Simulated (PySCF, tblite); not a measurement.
# CH3B3N2O3− (doublet): geometry, infrared bands and EPR parameters

Aim: predict the infrared bands and EPR parameters of CH3B3N2O3− (doublet) (`[N-]=[C]B1OBOB(N)O1`).

The runs use tblite 0.8.0 and PySCF 2.14.0, with density-fitted response routines of our own; the level of theory stands in each step. All values are computed, except where a source is named. Atoms count from 0, in the outputs and in this text.

## Step 1: The starting structure

12 atoms, charge -1, multiplicity 2; geometry from: force field or distance geometry start.

Bonds of the start (Å): N0–C1 1.29, C1–B2 1.58, B2–O3 1.46, O3–B4 1.49, B4–O5 1.45, O5–B6 1.47, B6–N7 1.54, B6–O8 1.46, O8–B2 1.46, B4–H9 1.18, N7–H10 1.02, N7–H11 1.04.

## Step 2: Geometry optimisation with GFN2-xTB

Job settings and geometry (Å):

```
{"job": {"kind": "relax", "xc": "GFN2-xTB", "basis": "xTB"}, "charge": -1, "multiplicity": 2}
N     -1.492800     2.544400     0.588600
C     -2.012800     1.708000    -0.249700
B     -1.046300     0.683400    -0.956400
O     -1.513600    -0.702700    -1.032100
B     -1.292700    -1.191200     0.356900
O      0.111600    -1.258800     0.728500
B      0.883200    -0.088100     0.288900
N      2.395300    -0.351300     0.214000
O      0.381600     0.855600    -0.707300
H     -2.039500    -1.977900     0.833100
H      2.949400     0.373300     0.664300
H      2.678000    -0.595400    -0.754900
```

Run with:

```bash
> OMP_NUM_THREADS=1 python probes_run.py task.json out
```

This one command runs all jobs of the session in turn.

**Question.** This job is followed by: GFN2-xTB harmonic vibrations, gas phase; UKS B3LYP, pcH-1 on B C H N O, non-relativistic, mean-field spin-orbit, GIAO. What will the session give for the following? strongest single infrared mode (GFN2-xTB); zero-point energy (GFN2-xTB); g(iso) (B3LYP); ⟨S²⟩; largest a(iso) (averaged by class).

The runs gave:

```
                                 quantity                   value
strongest single infrared mode (GFN2-xTB)  1352 cm⁻¹, 1128 km/mol
             zero-point energy (GFN2-xTB)           41.2 kcal/mol
                           g(iso) (B3LYP)                 2.00209
                                     ⟨S²⟩      0.757 (exact 0.75)
       largest a(iso) (averaged by class)    13C on C1, -54.9 MHz
```

Relaxing lowered the energy by 3.864 eV in 96 steps; the close pair that moved most is O3–B4, from 1.489 to 1.322 Å. All 30 modes are real, so the xTB geometry is a minimum. The strongest single mode, at 1352 cm⁻¹, is carried by B6, B4, O8. Unscaled tight-binding wavenumbers are off by several per cent, some by more. Its intensities can rank the bands wrongly. B2 carries the largest spin population, 0.59 e. The isotropic g lies 0.2 ppt below the free-electron value. The records flag this anion as possibly unbound in the gas phase, so the basis may hold the extra electron. The conformer search found further structures of the same energy, which may be mirror or relabelled copies of this one.
